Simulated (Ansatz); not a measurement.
# C2H4FGaSi: from a rough start to a stationary point

What shape does C2H4FGaSi take? The plan is to relax it, then compute its harmonic vibrations to see whether it is a minimum and to get the zero-point energy and entropy.

Computed with Ansatz 0.2.0, Gaussian basis. Level: RKS PBE0-D4/def2-TZVP.

The runs, in order: relaxation at PBE0-D4/def2-TZVP; harmonic vibrations at the same level.

1 further run of the same task is left out (set aside as unsound or not needed). Runs told in other sessions of the task aren't counted.

## Step 1: The starting structure

SMILES `FC1=C[SiH]1[GaH2]`, 9 atoms, charge 0, spin multiplicity 1.

Atoms are counted from 1 here; the program's logs count them from 0.

Bond lengths: F1–C2 1.337 Å, C2–C3 1.326 Å, C2–Si4 1.884 Å, C3–Si4 1.903 Å, C3–H6 1.075 Å, Si4–Ga5 2.406 Å, Si4–H7 1.486 Å, Ga5–H8 1.603 Å, Ga5–H9 1.614 Å. Angles: F1–C2–C3 135.1°, F1–C2–Si4 154.6°, C3–C2–Si4 70.3°, C2–C3–Si4 68.7°, C2–C3–H6 136.9°, Si4–C3–H6 154.4°, C2–Si4–C3 41.0°, C2–Si4–Ga5 121.4°, C2–Si4–H7 114.3°, C3–Si4–Ga5 121.9°, C3–Si4–H7 115.4°, Ga5–Si4–H7 119.2°, Si4–Ga5–H8 128.4°, Si4–Ga5–H9 122.2°, H8–Ga5–H9 109.4°.

Geometry (Å):

```
F     0.4883   -2.6458    1.1801
C     0.6278   -1.3678    0.8123
C     1.6028   -0.6465    0.2773
Si    0.0637    0.4190    0.6204
Ga   -1.4455    1.0773   -1.1345
H     2.6127   -0.8130   -0.0498
H     0.1046    1.2107    1.8778
H    -2.0256    0.1884   -2.3355
H    -2.0288    2.5777   -1.2481
```

The start is a GFN2-xTB geometry.

## Step 2: Relaxation at PBE0-D4/def2-TZVP

in.yaml reads:

```yaml
crystal:
  periodic: [false, false, false]
  atoms:
    - {symbol: F, position_ang: [0.488300, -2.645790, 1.180080]}
    - {symbol: C, position_ang: [0.627770, -1.367770, 0.812320]}
    - {symbol: C, position_ang: [1.602800, -0.646510, 0.277330]}
    - {symbol: Si, position_ang: [0.063720, 0.419020, 0.620440]}
    - {symbol: Ga, position_ang: [-1.445460, 1.077280, -1.134520]}
    - {symbol: H, position_ang: [2.612670, -0.813040, -0.049790]}
    - {symbol: H, position_ang: [0.104550, 1.210740, 1.877760]}
    - {symbol: H, position_ang: [-2.025560, 0.188390, -2.335540]}
    - {symbol: H, position_ang: [-2.028790, 2.577680, -1.248060]}
basis:
  gaussian: {orbitals: def2-TZVP}
hamiltonian: {xc: pbe0, dispersion: d4}
relax: {f_tol: 0.005, max_steps: 150}
```

On the command line:

```console
$ ansatz run in.yaml --threads 4 --pin off --events-out ev --progress --plain --max-ram 10444MiB
```

The runs that follow: Harmonic vibrations.

Before running them: what should the planned runs give, taken together? Wanted: point group; shift from the start; total energy; dispersion term; dipole moment; lowest, highest wavenumber; zero-point energy.

**Answer**, as computed:

```
                  quantity            value
               point group               C1
                     steps               19
shift from the start (rms)          0.322 Å
              total energy   -65096.0224 eV
           dispersion term         -182 meV
             dipole moment           1.35 D
lowest, highest wavenumber    59, 3243 cm⁻¹
         zero-point energy     118.8 kJ/mol
       entropy at 298.15 K  364.4 J/(mol K)
```

What this shows: The atoms moved 0.32 Å (rms) from the start; the bond that changed most is C2–Si4, from 1.884 to 1.817 Å. No mode is imaginary: a true minimum at this level. The stiffest mode, 3243 cm⁻¹, is a C–H stretch, and 3 modes under 200 cm⁻¹ make the vibrational entropy uncertain. Harmonic hybrid wavenumbers usually lie a few per cent above measured fundamentals. The largest Mulliken charge, +0.24 e, sits on Ga5.
